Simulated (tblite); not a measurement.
# C5H8ClN3: the cost of one run

The runs use tblite 0.8.0 and PySCF 2.14.0, with density-fitted response routines of our own; the level of theory stands in each step. All values are computed, except where a source is named. Atoms are numbered from 0 throughout.

**1. The starting structure**

17 atoms, charge 0, multiplicity 1; geometry from: force field or distance geometry start.

Bonds of the start (Å): C0–C1 1.53, C1–N2 1.46, N2–N3 1.35, N3–N4 1.33, N4–C5 1.36, C5–Cl6 1.76, C5–C7 1.37, C7–C8 1.49, C7–N2 1.34, C0–H9 1.10, C0–H10 1.13, C0–H11 1.12, C1–H12 1.12, C1–H13 1.11, C8–H14 1.09, C8–H15 1.11, C8–H16 1.11.

**2. Relaxing the molecule with GFN2-xTB**

The job: settings as JSON, then the geometry in Å.

```
{"job": {"kind": "relax", "xc": "GFN2-xTB", "basis": "xTB"}, "charge": 0, "multiplicity": 1}
C     -2.238300    -0.128500     0.432100
C     -1.322800     0.145600    -0.768800
N     -0.052400     0.721100    -0.346800
N      0.119600     2.056800    -0.269300
N      1.361700     2.299300     0.143100
C      1.994600     1.109500     0.304100
Cl     3.668800     0.902100     0.822100
C      1.095700     0.123800     0.000900
C      1.381800    -1.332900     0.052800
H     -1.756800    -0.720800     1.230300
H     -3.060100    -0.773700     0.010800
H     -2.730300     0.803000     0.799500
H     -1.170600    -0.872300    -1.216900
H     -1.854500     0.762900    -1.527700
H      0.507800    -1.968300     0.176800
H      2.018800    -1.637500    -0.797700
H      2.030000    -1.478100     0.944700
```

Command:

```
> OMP_NUM_THREADS=1 python probes_run.py task.json out
```

One launch serves the whole session: the jobs run in the order shown.

Q: Estimate the wall time and peak memory of this first job on 1 thread of Intel Xeon Platinum 8488C, shared host.

About 1.1 s, with a peak of 0.18 GiB.
